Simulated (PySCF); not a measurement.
Set up this calculation in PySCF 2.14.0, as an ASE script.

```yaml
Task: atomic charges
Functional: N12
Dispersion: D3
Potentials_or_basis: def2-svp (all-electron)
k_mesh: 1 × 1 × 1
Occupations: fixed
Spin: no spin polarisation
Exponents_discarded_below_exp_to_discard: 0 1/bohr^2
Three-body_dispersion_term: no
conv_tol: 1e-07 Ha
max_cycle: 60
Relativity: none
Coulomb_method: Gaussian density fitting (GDF)
Grid_for_exchange_and_correlation: Becke, atom-centred
Three-centre_integrals: read from an earlier run's file
```

The structure of O2TiF2H2 lies in TiH2O2F2.cif:

```cif
data_TiH2O2F2
_cell_length_a 14.00000000
_cell_length_b 12.00000000
_cell_length_c 12.00000000
_cell_angle_alpha 90.00000000
_cell_angle_beta 90.00000000
_cell_angle_gamma 90.00000000
_space_group_name_H-M_alt 'P1'
_space_group_name_Hall 'P 1'
_space_group_IT_number 1
loop_
_space_group_symop_operation_xyz
'x,y,z'
loop_
_atom_site_label
_atom_site_type_symbol
_atom_site_symmetry_multiplicity
_atom_site_Wyckoff_symbol
_atom_site_fract_x
_atom_site_fract_y
_atom_site_fract_z
_atom_site_occupancy
O1 O 1 a 0.4078071400 0.5595041700 0.6006958300 1
Ti1 Ti 1 a 0.4936857100 0.5076208300 0.5046541700 1
O2 O 1 a 0.5964500000 0.4673708300 0.5818625000 1
F1 F 1 a 0.4473571400 0.3938708300 0.4294875000 1
F2 F 1 a 0.5229714300 0.6096291700 0.4049708300 1
H1 H 1 a 0.3444500000 0.5891125000 0.5944958300 1
H2 H 1 a 0.6574071400 0.4361541700 0.5632708300 1
```

The input as run:

run.py

```python
import json
import numpy as np
from pyscf.pbc import gto, scf, dft, df
from pyscf.pbc.tools import pyscf_ase
from ase.io import read

atoms = read('TiH2O2F2.cif')
cell = pyscf_ase.cell_from_ase(atoms)
cell.basis = 'def2-svp'
cell.exp_to_discard = 0
cell.precision = 1e-08
cell.max_memory = 2520  # MB
cell.verbose = 4
cell.build()

res = {}
from pyscf.dispersion import dftd3
d = dftd3.DFTD3Dispersion(cell, xc='n12', version='d3zero', atm=False).get_dispersion(grad=True)
print('dispersion energy = %.10f' % d['energy'])
res['e_disp'] = float(d['energy'])

kpts = cell.make_kpts([1, 1, 1])
mf = dft.KRKS(cell, kpts, xc='GGA_X_N12,GGA_C_N12')
mf = mf.density_fit()
mf.with_df._cderi = 'cderi.h5'  # three-centre integrals saved by an earlier run on this cell, basis and mesh
mf.conv_tol = 1e-07
mf.max_cycle = 60

mf.kernel()
res.update(converged=bool(mf.converged), e_tot=mf.e_tot, nelec=cell.nelectron, nao=cell.nao, mesh=list(map(int, cell.mesh)), a=cell.lattice_vectors().tolist(), coords=cell.atom_coords().tolist(),
           mo_energy=[np.real(x).tolist() for x in mf.mo_energy], mo_occ=[np.real(x).tolist() for x in mf.mo_occ])
res.update(kpts=cell.get_scaled_kpts(kpts).tolist())
res['parts'] = {k: float(np.real(v)) for k, v in mf.scf_summary.items() if np.isscalar(v)}
json.dump(res, open('results.json', 'w'))
if not mf.converged:
    raise SystemExit('SCF not converged')

print('levels (eV)')
for i, kp in enumerate(res['kpts'][:40]):
    print('k %7.4f %7.4f %7.4f  ' % tuple(kp), ' '.join('%.3f' % (x * 27.211386) for x in res['mo_energy'][i][:34]))

# Mulliken populations
dm, s = np.asarray(mf.make_rdm1()), np.asarray(mf.get_ovlp())
sites = cell.aoslice_by_atom()[:, 2:]
tot = np.einsum('kij,kji->i', dm, s).real / len(kpts)
res['mulliken'] = [cell.atom_charge(i) - tot[a0:a1].sum() for i, (a0, a1) in enumerate(sites)]
print('Mulliken charges', np.round(res['mulliken'], 5))
res['meta_lowdin'] = mf.mulliken_meta()[1].tolist()
res['done'] = True
json.dump(res, open('results.json', 'w'))
```

Potentials or basis: def2-svp (all-electron).

Command:

```console
$ OMP_NUM_THREADS=2 python -u run.py > log
```

Results of the run:

```yaml
Gap_between_the_frontier_levels: 4.67 eV
Meta-löwdin_charges: O -0.59, -0.60; Ti +1.28; F -0.39; H +0.34 e
Dispersion_energy_per_atom: -0.017 eV
```

Caveat: this is a molecule in a periodic box at the Γ point, so its band gap is the HOMO-LUMO gap; the energy listed adds the dispersion energy to the SCF energy of the log; population charges move with the basis; the basis of atomic orbitals isn't converged, which shifts pressures, moduli and gaps.

Run time: 53 s on 2 threads of Intel(R) Xeon(R) Processor @ 2.50GHz (Skylake/Cascade Lake), with other jobs on the host, peak memory 1.9 GiB.
